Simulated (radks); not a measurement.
**Excited configurations of Tb**

The task here is to estimate one member of a computed series from the others.

Method: Dirac Kohn-Sham, LDA (Slater exchange, Perdew-Wang correlation), spin-unpolarised, spherical densities, point nucleus; open shells fill j = l - 1/2 first. Code: radks (a radial shooting solver on a logarithmic mesh, Libxc functionals) version 1.

## The atom as given

| Quantity | Value |
| --- | --- |
| element | terbium (Z = 65) |
| charge | 0 |
| electrons | 65 |
| configuration | [Xe] 4f9 6s2 |

The first run:

Input:

```text
Z 65
configuration [Xe] 4f9 6s2
relativity Dirac
functional lda,pw
spin unpolarised
j_filling energy
nucleus point
c 137.035999084
```

Among the steps run: Ground configuration: [Xe] 4f9 6s2.

One of the session's tables, all rows but one given; the rest of the session is left out.

It belongs to the step «Ground configuration: [Xe] 4f9 6s2». Radial moments (bohr):

| level | <r> | outermost maximum (interpolated) | 90 % within | nodes |
| --- | --- | --- | --- | --- |
| 4d3/2 | 0.6180 | 0.542 | 0.930 | 1 |
| 4d5/2 | 0.6289 | 0.551 | 0.947 | 1 |
| 5s1/2 | 1.327 | 1.18 | 1.92 | 4 |
| 5p1/2 | 1.502 | 1.29 | 2.22 | 3 |
| 5p3/2 | 1.611 | 1.38 | 2.38 | 3 |
| 6s1/2 | ? | ? | ? | ? |
| 4f5/2 | 0.9011 | 0.552 | 1.58 | 0 |
| 4f7/2 | 0.9243 | 0.558 | 1.63 | 0 |

Estimate the missing values for 6s1/2.

The run gave: <r>: 4.109; outermost maximum (interpolated): 3.45; 90 % within: 6.10; nodes: 5. In the column «<r>» it is the highest.

To keep in mind: Spin polarisation and multiplet splitting are left out, so open shells lie too high by an amount that depends on their filling.
